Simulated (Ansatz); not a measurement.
# Mg2GeN: the cost of one run

Program: Ansatz 0.2.0. Level of theory: DFT PBE, scalar-relativistic, plane waves, PAW. These are calculated values, not measurements.

## 1. The structure to begin with

The structure is orthorhombic, space group Pmmm (No. 47). Conventional cell: a = 3.300 Å, b = 3.474 Å, c = 5.866 Å, α = 90.00°, β = 90.00°, γ = 90.00°. Around Mg (site symmetry mm2) lie 2 N at 2.20 Å and 2 Ge at 2.28 Å. Ge (site symmetry mmm) has 4 Mg at 2.28 Å as nearest neighbours. Around N (site symmetry mmm) lie 4 Mg at 2.20 Å.

As a file:

```
CELL_PARAMETERS angstrom
3.30007 0.00000 0.00000
0.00000 3.47432 0.00000
0.00000 0.00000 5.86641
ATOMIC_POSITIONS crystal
Mg 0.00000 0.50000 0.74797
Mg 0.00000 0.50000 0.25203
Ge 0.00000 0.00000 0.00000
N 0.50000 0.50000 0.50000
```

Recipe of the guess: species swapped into a database cell of CuPtO2 (Pmmm, No. 47), with N on the Cu sites, Ge on the Pt sites and Mg on the O sites. The dimensions are guesses.

## 2. Probe: one point on a coarse mesh

File input.yaml:

```yaml
crystal:
  lattice:
    - [3.30007184, 0.0, 0.0]
    - [0.0, 3.47431732, 0.0]
    - [0.0, 0.0, 5.86640874]
  atoms:
    - { symbol: Mg, position: [0.0, 0.5, 0.747971] }
    - { symbol: Mg, position: [0.0, 0.5, 0.252029] }
    - { symbol: Ge, position: [0.0, 0.0, 0.0] }
    - { symbol: "N", position: [0.5, 0.5, 0.5] }
basis:
  ecutwfc: 420
kpoints:
  mp_grid: { grid: [6, 6, 4] }
hamiltonian:
  xc: pbe
scf:
  occupations: { method: gaussian, width: 0.1 }
  lower_state_search: "off"
output:
  forces: true
  stress: true
  eigenvalues: true
```

Started as:

```bash
$ ansatz run input.yaml --threads 1 --pin off --max-ram 2560MiB --backend cpu --events-out ev --progress --plain --runs-dir out
```

What time and memory should one allow on 1 thread of Intel Xeon at 2.70GHz, shared host?

About 4.9 s, with a peak of 0.39 GiB.
